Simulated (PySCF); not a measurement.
**HIrS (triplet): changing the method**

Aim: see what other levels and later steps give for HIrS (triplet).

Program: PySCF 2.14.0. Level of theory: method and basis as typed in the scripts. These are calculated values, not measurements.

5 further runs of the same task are left out: 2 for a known fault of the program, 3 that didn't finish.

## Step 1: The system as given

HIrS (triplet): 3 atoms, charge 0, spin multiplicity 3.

Bond lengths: Ir1–S2 2.037 Å, Ir1–H3 1.546 Å. Angles: S2–Ir1–H3 93.2°.

Coordinates:

```
Ir   -0.0905    0.1475    0.2301
S     0.5293   -0.8624   -1.4268
H     0.5396   -0.8790    1.1990
```

## Step 2: Base script

The input, input.py:

```python
from pyscf import gto, scf, mp

mol = gto.M(
    atom='Ir -0.0905 0.1475 0.2301; S 0.5293 -0.8624 -1.4268; H 0.5396 -0.879 1.199',
    basis='lanl2dz',
    ecp={'Ir': 'lanl2dz', 'S': 'lanl2dz'},
    charge=0,
    spin=2,
    verbose=3,
)
mf = scf.UHF(mol)
mf.level_shift = 0.3
mf = mf.newton()
mf.kernel()
mp.MP2(mf).kernel()
mf.dip_moment()
print('orbital energies (hartree):', [e[max(0, n-3):n+3].round(4) for e, n in zip(mf.mo_energy, mol.nelec)])
```

Launch:

```bash
OMP_NUM_THREADS=1 python input.py
```

## Step 3: Polarisability

Edit 1 changes step after the SCF: mp2 → polarizability.

Changes to input.py since step 2:

```diff
@@ -1,2 +1,3 @@
-from pyscf import gto, scf, mp
+from pyscf import gto, scf
+from pyscf.prop.polarizability import uhf as pol
 
@@ -14,3 +15,4 @@
 mf.kernel()
-mp.MP2(mf).kernel()
+print('polarizability (a.u.)')
+print(pol.Polarizability(mf).polarizability().round(4))
 mf.dip_moment()
```

## Step 4: CASSCF (ROHF)

Edit 2 changes step after the SCF: mp2 → casscf; SCF type: UHF → ROHF; active space: none → 2 electrons in 4 orbitals.

The input, input.py:

```python
from pyscf import gto, scf, mcscf

mol = gto.M(
    atom='Ir -0.0905 0.1475 0.2301; S 0.5293 -0.8624 -1.4268; H 0.5396 -0.879 1.199',
    basis='lanl2dz',
    ecp={'Ir': 'lanl2dz', 'S': 'lanl2dz'},
    charge=0,
    spin=2,
    verbose=3,
)
mf = scf.ROHF(mol)
mf.level_shift = 0.3
mf = mf.newton()
mf.kernel()
mc = mcscf.CASSCF(mf, 4, 2)
mc.kernel()
mc.analyze()
mf.dip_moment()
print('orbital energies (hartree):', mf.mo_energy[..., max(0, mol.nelec[1]-3):mol.nelec[0]+3].round(4))
```

## Step 5: RHF

Edit 3 changes SCF type: UHF → RHF.

Changes to input.py since step 2:

```diff
@@ -10,3 +10,3 @@
 )
-mf = scf.UHF(mol)
+mf = scf.RHF(mol)
 mf.level_shift = 0.3
@@ -16,2 +16,2 @@
 mf.dip_moment()
-print('orbital energies (hartree):', [e[max(0, n-3):n+3].round(4) for e, n in zip(mf.mo_energy, mol.nelec)])
+print('orbital energies (hartree):', mf.mo_energy[..., max(0, mol.nelec[1]-3):mol.nelec[0]+3].round(4))
```

**Question.** What will these runs give? Wanted: for each run, E(SCF); from base; SCF dipole; after the SCF.

The runs gave:

| run | E(SCF) (hartree) | from base (eV) | SCF dipole (D) | after the SCF |
| --- | --- | --- | --- | --- |
| base | -114.229222 | 0 | 3.78 | MP2 correlation -4.717 eV |
| polarisability | -114.229222 | 0.0000 | 3.78 | mean α 55.5 bohr³ |
| CASSCF (ROHF) | -114.224650 | +0.1244 | 4.01 | CASSCF correlation 0.000 eV (this space leaves nothing to correlate) |
| RHF | -114.224650 | +0.1244 | 4.01 | MP2 correlation -4.967 eV |

In words: Total energies from different bases, Hamiltonians or methods carry different errors, so properties are taken as differences within one set-up.
